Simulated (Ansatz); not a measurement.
YCu and its elements, a formation energy from the elements

Computed with Ansatz's Python interface.

Contents of `ycu_ycu.cif`:
```cif
data_YCu
_cell_length_a 3.458115
_cell_length_b 3.458115
_cell_length_c 3.458115
_cell_angle_alpha 90.00000
_cell_angle_beta 90.00000
_cell_angle_gamma 90.00000
_symmetry_space_group_name_H-M 'P 1'
_symmetry_Int_Tables_number 1
loop_
_symmetry_equiv_pos_as_xyz
'x, y, z'
loop_
_atom_site_label
_atom_site_type_symbol
_atom_site_fract_x
_atom_site_fract_y
_atom_site_fract_z
Y1 Y    0.000000    0.000000    0.000000
Cu2 Cu    0.500000    0.500000    0.500000
```

The script reads `ycu_y.vasp`:
```text
Y
1.0
   3.64740000    0.00000000    0.00000000
  -1.82370000    3.15874106    0.00000000
   0.00000000    0.00000000    5.73060000
Y
2
Direct
   0.33333333    0.66666667    0.25000000
   0.66666667    0.33333333    0.75000000
```

Contents of `ycu_cu.vasp`:
```text
Cu
1.0
   0.00000000    1.80750000    1.80750000
   1.80750000    0.00000000    1.80750000
   1.80750000    1.80750000    0.00000000
Cu
1
Direct
   0.00000000    0.00000000    0.00000000
```

The cells in order, each with its output:

**Cell 1**
```python
from collections import Counter
import warnings

import ansatz as az
from ase.io import read
import numpy as np


def run_phase(name, crystal):
    calc = crystal.calculation()
    calc = calc.functional(az.Functional.PBESOL)
    calc = calc.basis(500).kpoints(spacing=0.14)
    calc = calc.occupations("fermi_dirac", width=0.05).stress()
    calc = calc.relax(force_tolerance=0.02, cell=True)
    return calc.run(threads=1)
```

**Cell 2**
```python
def counts(outcome):
    return Counter(site.symbol for site in outcome.lattice.sites)
```

**Cell 3**
```python
def formation_energy(outcome, mu):
    n = counts(outcome)
    return (outcome.report["energy_sigma0_ev"] - sum(k * mu[element] for element, k in n.items())) / sum(n.values())
```

**Cell 4**
```python
def volume_per_atom(outcome):
    return abs(np.linalg.det(outcome.lattice.cell_ang)) / len(outcome.lattice.sites)

warnings.simplefilter("ignore", az.DeckWarning)

phases = {}
atoms = read("ycu_ycu.cif")
ycu = az.Crystal.from_ase(atoms)
phases["YCu"] = ycu
atoms = read("ycu_y.vasp", format="vasp")
y = az.Crystal.from_ase(atoms)
phases["Y"] = y
atoms = read("ycu_cu.vasp", format="vasp")
cu = az.Crystal.from_ase(atoms)
phases["Cu"] = cu
```

**Cell 5**
```python
done = {}
for name, crystal in phases.items():
    done[name] = run_phase(name, crystal)
    print(f"{name}: {done[name].report['energy_sigma0_ev']:.4f} eV, {len(done[name].lattice.sites)} atoms")

# energy of one atom in its reference phase
references = {"Y": "Y", "Cu": "Cu"}
mu = {element: done[name].report["energy_sigma0_ev"] / len(done[name].lattice.sites) for element, name in references.items()}
```
Output:
```text
YCu: -10384.3005 eV, 2 atoms
Y: -7590.1454 eV, 2 atoms
Cu: -6588.7765 eV, 1 atoms
```

**Cell 6**
```python
target = done["YCu"]
heat = formation_energy(target, mu)
for element, value in mu.items():
    print(f"mu({element}) = {value:.4f} eV from {references[element]}, {volume_per_atom(done[references[element]]):.2f} A^3/atom")
print(f"formation energy of YCu: {heat:.4f} eV/atom = {96.4853 * heat:.1f} kJ/mol of atoms")
```
Output:
```text
mu(Y) = -3795.0727 eV from Y, 31.31 A^3/atom
mu(Cu) = -6588.7765 eV from Cu, 11.31 A^3/atom
formation energy of YCu: -0.2257 eV/atom = -21.8 kJ/mol of atoms
```

The formation energy is -0.226 eV an atom (-21.8 kJ per mole of atoms), so YCu lies below the reference phases.

Caveats:
- Absolute energies stand on the zero of these potentials, so only differences at equal settings mean something.
- The cells come from databases of deposited and of computed structures, and not all need be stable phases.
- The compound is the structure given, not necessarily its lowest; energies are at zero temperature, with no correction for gases. A semilocal functional's error on such energies is often 0.05 to 0.1 eV an atom, and 0.1 to 0.3 eV against gases such as O2 or F2.
- Run time: 59 s on 1 thread of Arm Neoverse V2 (shared host), peak memory 0.6 GiB.
